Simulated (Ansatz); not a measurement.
Below is the output of a Python script on Ansatz 0.2.0 through its Python package that makes a convergence test of the plane-wave cutoff of Sn, space group I4/mmm. Write a script that gives it. Use (first run): PBEsol, PAW, cutoff 250 eV, 13×13×13 k-points, Methfessel-Paxton smearing of 0.15 eV. The script varies cutoff (eV): 250, 300, 350, 400.

Contents of `sn.vasp`:
```text
Sn
1.0
  -1.59075000    1.59075000    2.91565000
   1.59075000   -1.59075000    2.91565000
   1.59075000    1.59075000   -2.91565000
Sn
1
Direct
   0.00000000    0.00000000    0.00000000
```

```console
$ python sn.py
 cutoff (eV)   F/atom (eV)    iterations       P (GPa)   plane waves
         250   -5949.17091             7        -3.518           263
         300   -5949.64060             7        -4.087           349
         350   -5949.67206             7        -4.120           429
         400   -5949.67347             7        -4.123           517
250: +502.56 meV/atom
300: +32.87 meV/atom
350: +1.41 meV/atom  (within 2 meV)
```

The script that was run (others could print the same):

The script, `sn.py`:
```python
import warnings

import ansatz as az
from ase.io import read

warnings.simplefilter("ignore", az.DeckWarning)

atoms = read("sn.vasp", format="vasp")
sn = az.Crystal.from_ase(atoms)

base = (
    sn.calculation()
    .scf(tolerance=1e-08, max_iterations=100, self_checks="high")
    .occupations("methfessel_paxton", width=150 * az.meV)
    .functional("PBEsol")
    .kpoints(mesh=(13, 13, 13))
    .initial_density(normalization="atom")
    .stress()
)

rows = []
for value in [250, 300, 350, 400]:
    data = base.basis(value).run(threads=1).report
    rows.append((value, data["free_energy_ev"] / len(data["lattice"]["sites"]), data["n_iterations"], sum(data["stress_gpa"][i][i] for i in range(3)) / 3, data["n_pw"]))

print(" cutoff (eV)   F/atom (eV)    iterations       P (GPa)   plane waves")
for row in rows:
    print(f"{str(row[0]):>12s}  {row[1]:12.5f}  {row[2]:12d}  {row[3]:12.3f}  {row[4]:12d}")

for row in rows[:-1]:
    shift = 1000 * (row[1] - rows[-1][1])
    print(f"{row[0]}: {shift:+.2f} meV/atom" + ("  (within 2 meV)" if abs(shift) < 2 else ""))
```

Reading the output:
- The program warned that this SCF threshold is loose for forces or stresses.
- Pressure is positive in compression.
- This isn't the structure that Sn takes at ambient conditions.
- Shifts are counted from the last row, which is itself no proven limit.
- The script silences the warnings on its input, which a real study should read.
- Timing: 14 s on 1 thread of Intel(R) Xeon(R) 6975P-C (Granite Rapids), on a shared host, peak memory 0.49 GiB.

(Lines on the test bed's own set-up are left out of the output.)
